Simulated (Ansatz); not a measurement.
Born–Oppenheimer molecular dynamics of a periodic cell of 16 atoms, InAs (surface InAs(110)). It starts from a relaxed structure.

These are results of DFT PBE, scalar-relativistic, plane waves, PAW (Ansatz 0.2.0), not measurements. Settings: accuracy low, PAW set soft_1, cutoff 420 eV, k mesh 2x2x1, fermi-dirac smearing 0.05 eV, no spin polarisation.

```json
{
  "ensemble": "NVT, Nosé–Hoover chain",
  "time step": "3 fs",
  "steps asked": "200",
  "set temperature": "1000 K",
  "starting velocities": "zero",
  "thermostat": "time constant 100 fs, chain length 1",
  "atoms held": "1, 4, 6, 7",
  "seed": "917357"
}
```

Frames 15 fs apart, positions in Å, forces in eV/Å.

Velocities at 30 fs (Å/ps):

```
In 0.00 0.00 0.00
As 0.00 0.08 0.06
In 0.00 0.02 0.02
As 0.00 0.00 0.00
In 0.00 0.02 0.02
As 0.00 0.00 0.00
In 0.00 0.00 0.00
As 0.00 0.08 0.06
In 0.00 -0.02 -0.06
As 0.00 -0.05 -0.05
In 0.00 0.04 0.03
As 0.00 -0.03 0.03
In 0.00 0.04 0.03
As 0.00 -0.03 0.03
In 0.00 -0.02 -0.06
As 0.00 -0.05 -0.05
```

```xyz
16
Lattice="8.5362 0.0000 0.0000 0.0000 6.0360 0.0000 0.0000 0.0000 19.4021" Properties=species:S:1:pos:R:3:forces:R:3 time_fs=30 energy_less_start_eV=0.000 T=0
In 0.000 0.000 1.000 0.00 -0.14 1.11
As 0.000 1.759 3.149 0.00 0.01 0.01
In 6.402 3.343 3.352 0.00 0.01 0.01
As 2.134 4.527 1.000 0.00 0.13 -1.12
In 2.134 3.343 3.352 0.00 0.01 0.01
As 6.402 4.527 1.000 0.00 0.13 -1.12
In 4.268 0.000 1.000 0.00 -0.14 1.11
As 4.268 1.759 3.149 0.00 0.01 0.01
In 4.268 0.430 5.527 0.00 -0.01 -0.02
As 4.268 1.610 7.952 0.00 -0.01 -0.01
In 2.134 2.974 7.289 0.00 0.01 0.02
As 6.402 4.890 5.508 0.00 0.00 0.01
In 6.402 2.974 7.289 0.00 0.01 0.02
As 2.134 4.890 5.508 0.00 0.00 0.01
In 0.000 0.430 5.527 0.00 -0.01 -0.02
As 0.000 1.610 7.952 0.00 -0.01 -0.01
16
Lattice="8.5362 0.0000 0.0000 0.0000 6.0360 0.0000 0.0000 0.0000 19.4021" Properties=species:S:1:pos:R:3:forces:R:3 time_fs=45 energy_less_start_eV=0.000 T=0
In 0.000 0.000 1.000 0.00 -0.13 1.11
As 0.000 1.760 3.150 0.00 0.01 0.00
In 6.402 3.344 3.353 0.00 0.01 0.01
As 2.134 4.527 1.000 0.00 0.13 -1.12
In 2.134 3.344 3.353 0.00 0.01 0.01
As 6.402 4.527 1.000 0.00 0.13 -1.12
In 4.268 0.000 1.000 0.00 -0.13 1.11
As 4.268 1.760 3.150 0.00 0.01 0.00
In 4.268 0.429 5.526 0.00 -0.01 -0.02
As 4.268 1.609 7.951 0.00 -0.01 -0.01
In 2.134 2.975 7.290 0.00 0.00 0.02
As 6.402 4.889 5.508 0.00 0.00 0.00
In 6.402 2.975 7.290 0.00 0.00 0.02
As 2.134 4.889 5.508 0.00 0.00 0.00
In 0.000 0.429 5.526 0.00 -0.01 -0.02
As 0.000 1.609 7.951 0.00 -0.01 -0.01
16
Lattice="8.5362 0.0000 0.0000 0.0000 6.0360 0.0000 0.0000 0.0000 19.4021" Properties=species:S:1:pos:R:3:forces:R:3 time_fs=60 energy_less_start_eV=0.000 T=0
In 0.000 0.000 1.000 0.00 -0.13 1.12
As 0.000 1.762 3.151 0.00 0.00 -0.01
In 6.402 3.345 3.353 0.00 0.01 0.01
As 2.134 4.527 1.000 0.00 0.13 -1.11
In 2.134 3.345 3.353 0.00 0.01 0.01
As 6.402 4.527 1.000 0.00 0.13 -1.11
In 4.268 0.000 1.000 0.00 -0.13 1.12
As 4.268 1.762 3.151 0.00 0.00 -0.01
In 4.268 0.429 5.524 0.00 -0.01 -0.01
As 4.268 1.608 7.949 0.00 0.00 -0.01
In 2.134 2.975 7.291 0.00 -0.01 0.02
As 6.402 4.889 5.509 0.00 0.01 0.00
In 6.402 2.975 7.291 0.00 -0.01 0.02
As 2.134 4.889 5.509 0.00 0.01 0.00
In 0.000 0.429 5.524 0.00 -0.01 -0.01
As 0.000 1.608 7.949 0.00 0.00 -0.01
16
Lattice="8.5362 0.0000 0.0000 0.0000 6.0360 0.0000 0.0000 0.0000 19.4021" Properties=species:S:1:pos:R:3:forces:R:3 time_fs=75 energy_less_start_eV=-0.001 T=1
In 0.000 0.000 1.000 0.00 -0.13 1.12
As 0.000 1.764 3.152 0.00 -0.01 -0.02
In 6.402 3.345 3.354 0.00 0.01 0.01
As 2.134 4.527 1.000 0.00 0.13 -1.11
In 2.134 3.345 3.354 0.00 0.01 0.01
As 6.402 4.527 1.000 0.00 0.13 -1.11
In 4.268 0.000 1.000 0.00 -0.13 1.12
As 4.268 1.764 3.152 0.00 -0.01 -0.02
In 4.268 0.428 5.522 0.00 0.00 -0.01
As 4.268 1.607 7.948 0.00 0.00 0.00
In 2.134 2.976 7.292 0.00 -0.02 0.02
As 6.402 4.889 5.510 0.00 0.01 0.00
In 6.402 2.976 7.292 0.00 -0.02 0.02
As 2.134 4.889 5.510 0.00 0.01 0.00
In 0.000 0.428 5.522 0.00 0.00 -0.01
As 0.000 1.607 7.948 0.00 0.00 0.00
16
Lattice="8.5362 0.0000 0.0000 0.0000 6.0360 0.0000 0.0000 0.0000 19.4021" Properties=species:S:1:pos:R:3:forces:R:3 time_fs=90 energy_less_start_eV=-0.001 T=1
In 0.000 0.000 1.000 0.00 -0.12 1.12
As 0.000 1.765 3.152 0.00 -0.02 -0.03
In 6.402 3.347 3.355 0.00 0.01 0.00
As 2.134 4.527 1.000 0.00 0.13 -1.11
In 2.134 3.347 3.355 0.00 0.01 0.00
As 6.402 4.527 1.000 0.00 0.13 -1.11
In 4.268 0.000 1.000 0.00 -0.12 1.12
As 4.268 1.765 3.152 0.00 -0.02 -0.03
In 4.268 0.427 5.520 0.00 0.00 0.00
As 4.268 1.605 7.946 0.00 0.00 0.00
In 2.134 2.976 7.294 0.00 -0.02 0.01
As 6.402 4.889 5.511 0.00 0.01 0.00
In 6.402 2.976 7.294 0.00 -0.02 0.01
As 2.134 4.889 5.511 0.00 0.01 0.00
In 0.000 0.427 5.520 0.00 0.00 0.00
As 0.000 1.605 7.946 0.00 0.00 0.00
16
Lattice="8.5362 0.0000 0.0000 0.0000 6.0360 0.0000 0.0000 0.0000 19.4021" Properties=species:S:1:pos:R:3:forces:R:3 time_fs=105 energy_less_start_eV=-0.001 T=1
In 0.000 0.000 1.000 0.00 -0.12 1.12
As 0.000 1.766 3.152 0.00 -0.02 -0.03
In 6.402 3.349 3.356 0.00 0.00 0.00
As 2.134 4.527 1.000 0.00 0.13 -1.11
In 2.134 3.349 3.356 0.00 0.00 0.00
As 6.402 4.527 1.000 0.00 0.13 -1.11
In 4.268 0.000 1.000 0.00 -0.12 1.12
As 4.268 1.766 3.152 0.00 -0.02 -0.03
In 4.268 0.426 5.518 0.00 0.01 0.00
As 4.268 1.604 7.944 0.00 0.00 0.01
In 2.134 2.976 7.297 0.00 -0.02 0.00
As 6.402 4.889 5.512 0.00 0.00 0.01
In 6.402 2.976 7.297 0.00 -0.02 0.00
As 2.134 4.889 5.512 0.00 0.00 0.01
In 0.000 0.426 5.518 0.00 0.01 0.00
As 0.000 1.604 7.944 0.00 0.00 0.01
16
Lattice="8.5362 0.0000 0.0000 0.0000 6.0360 0.0000 0.0000 0.0000 19.4021" Properties=species:S:1:pos:R:3:forces:R:3 time_fs=120 energy_less_start_eV=-0.001 T=1
In 0.000 0.000 1.000 0.00 -0.12 1.12
As 0.000 1.767 3.151 0.00 -0.01 -0.03
In 6.402 3.351 3.358 0.00 0.00 -0.01
As 2.134 4.527 1.000 0.00 0.13 -1.10
In 2.134 3.351 3.358 0.00 0.00 -0.01
As 6.402 4.527 1.000 0.00 0.13 -1.10
In 4.268 0.000 1.000 0.00 -0.12 1.12
As 4.268 1.767 3.151 0.00 -0.01 -0.03
In 4.268 0.425 5.515 0.00 0.02 0.00
As 4.268 1.602 7.942 0.00 0.00 0.02
In 2.134 2.975 7.300 0.00 -0.01 -0.01
As 6.402 4.890 5.514 0.00 -0.01 0.01
In 6.402 2.975 7.300 0.00 -0.01 -0.01
As 2.134 4.890 5.514 0.00 -0.01 0.01
In 0.000 0.425 5.515 0.00 0.02 0.00
As 0.000 1.602 7.942 0.00 0.00 0.02
16
Lattice="8.5362 0.0000 0.0000 0.0000 6.0360 0.0000 0.0000 0.0000 19.4021" Properties=species:S:1:pos:R:3:forces:R:3 time_fs=135 energy_less_start_eV=-0.001 T=2
In 0.000 0.000 1.000 0.00 -0.12 1.12
As 0.000 1.768 3.148 0.00 0.00 -0.02
In 6.402 3.353 3.359 0.00 -0.02 -0.01
As 2.134 4.527 1.000 0.00 0.13 -1.10
In 2.134 3.353 3.359 0.00 -0.02 -0.01
As 6.402 4.527 1.000 0.00 0.13 -1.10
In 4.268 0.000 1.000 0.00 -0.12 1.12
As 4.268 1.768 3.148 0.00 0.00 -0.02
In 4.268 0.425 5.511 0.00 0.03 0.00
As 4.268 1.601 7.939 0.00 0.00 0.02
In 2.134 2.975 7.303 0.00 0.00 -0.02
As 6.402 4.890 5.516 0.00 -0.01 0.02
In 6.402 2.975 7.303 0.00 0.00 -0.02
As 2.134 4.890 5.516 0.00 -0.01 0.02
In 0.000 0.425 5.511 0.00 0.03 0.00
As 0.000 1.601 7.939 0.00 0.00 0.02
16
Lattice="8.5362 0.0000 0.0000 0.0000 6.0360 0.0000 0.0000 0.0000 19.4021" Properties=species:S:1:pos:R:3:forces:R:3 time_fs=150 energy_less_start_eV=0.000 T=3
In 0.000 0.000 1.000 0.00 -0.12 1.11
As 0.000 1.769 3.144 0.00 0.01 -0.01
In 6.402 3.356 3.361 0.00 -0.02 -0.01
As 2.134 4.527 1.000 0.00 0.13 -1.10
In 2.134 3.356 3.361 0.00 -0.02 -0.01
As 6.402 4.527 1.000 0.00 0.13 -1.10
In 4.268 0.000 1.000 0.00 -0.12 1.11
As 4.268 1.769 3.144 0.00 0.01 -0.01
In 4.268 0.425 5.507 0.00 0.03 0.00
As 4.268 1.598 7.937 0.00 0.00 0.02
In 2.134 2.974 7.307 0.00 0.00 -0.03
As 6.402 4.890 5.520 0.00 -0.02 0.01
In 6.402 2.974 7.307 0.00 0.00 -0.03
As 2.134 4.890 5.520 0.00 -0.02 0.01
In 0.000 0.425 5.507 0.00 0.03 0.00
As 0.000 1.598 7.937 0.00 0.00 0.02
16
Lattice="8.5362 0.0000 0.0000 0.0000 6.0360 0.0000 0.0000 0.0000 19.4021" Properties=species:S:1:pos:R:3:forces:R:3 time_fs=165 energy_less_start_eV=0.000 T=4
In 0.000 0.000 1.000 0.00 -0.12 1.10
As 0.000 1.771 3.139 0.00 0.02 0.01
In 6.402 3.359 3.362 0.00 -0.03 -0.01
As 2.134 4.527 1.000 0.00 0.13 -1.09
In 2.134 3.359 3.362 0.00 -0.03 -0.01
As 6.402 4.527 1.000 0.00 0.13 -1.09
In 4.268 0.000 1.000 0.00 -0.12 1.10
As 4.268 1.771 3.139 0.00 0.02 0.01
In 4.268 0.426 5.502 0.00 0.03 0.01
As 4.268 1.595 7.935 0.00 -0.01 0.02
In 2.134 2.972 7.311 0.00 0.00 -0.04
As 6.402 4.889 5.525 0.00 -0.01 0.00
In 6.402 2.972 7.311 0.00 0.00 -0.04
As 2.134 4.889 5.525 0.00 -0.01 0.00
In 0.000 0.426 5.502 0.00 0.03 0.01
As 0.000 1.595 7.935 0.00 -0.01 0.02
16
Lattice="8.5362 0.0000 0.0000 0.0000 6.0360 0.0000 0.0000 0.0000 19.4021" Properties=species:S:1:pos:R:3:forces:R:3 time_fs=180 energy_less_start_eV=0.001 T=6
In 0.000 0.000 1.000 0.00 -0.13 1.09
As 0.000 1.773 3.133 0.00 0.02 0.03
In 6.402 3.362 3.364 0.00 -0.03 -0.01
As 2.134 4.527 1.000 0.00 0.13 -1.09
In 2.134 3.362 3.364 0.00 -0.03 -0.01
As 6.402 4.527 1.000 0.00 0.13 -1.09
In 4.268 0.000 1.000 0.00 -0.13 1.09
As 4.268 1.773 3.133 0.00 0.02 0.03
In 4.268 0.427 5.495 0.00 0.03 0.02
As 4.268 1.591 7.934 0.00 -0.01 0.02
In 2.134 2.970 7.315 0.00 -0.01 -0.04
As 6.402 4.888 5.531 0.00 0.00 -0.02
In 6.402 2.970 7.315 0.00 -0.01 -0.04
As 2.134 4.888 5.531 0.00 0.00 -0.02
In 0.000 0.427 5.495 0.00 0.03 0.02
As 0.000 1.591 7.934 0.00 -0.01 0.02
16
Lattice="8.5362 0.0000 0.0000 0.0000 6.0360 0.0000 0.0000 0.0000 19.4021" Properties=species:S:1:pos:R:3:forces:R:3 time_fs=195 energy_less_start_eV=0.003 T=9
In 0.000 0.000 1.000 0.00 -0.13 1.08
As 0.000 1.777 3.126 0.00 0.02 0.04
In 6.402 3.366 3.366 0.00 -0.03 0.00
As 2.134 4.527 1.000 0.00 0.13 -1.08
In 2.134 3.366 3.366 0.00 -0.03 0.00
As 6.402 4.527 1.000 0.00 0.13 -1.08
In 4.268 0.000 1.000 0.00 -0.13 1.08
As 4.268 1.777 3.126 0.00 0.02 0.04
In 4.268 0.430 5.486 0.00 0.01 0.03
As 4.268 1.586 7.933 0.00 0.00 0.01
In 2.134 2.968 7.320 0.00 -0.02 -0.03
As 6.402 4.887 5.538 0.00 0.02 -0.05
In 6.402 2.968 7.320 0.00 -0.02 -0.03
As 2.134 4.887 5.538 0.00 0.02 -0.05
In 0.000 0.430 5.486 0.00 0.01 0.03
As 0.000 1.586 7.933 0.00 0.00 0.01
```

Of the whole run (600 fs, mean temperature of the second half 2346 K): The conserved energy stayed within 0.37 meV per atom of its start (net change -0.26 meV per atom), so the integration is sound. The mean temperature of the second half is 135 % above the set value. A run of 0.6 ps of so small a system gives no equilibrium averages. Limits of this set-up: thin slab, slab without dipole correction, a typed lattice constant that wasn't relaxed here, low accuracy level.

Time of the run: 5.8 min on 4 threads of AMD EPYC 9R45 96-Core Processor (Zen 5), on a shared host, peak memory 2.8 GiB.
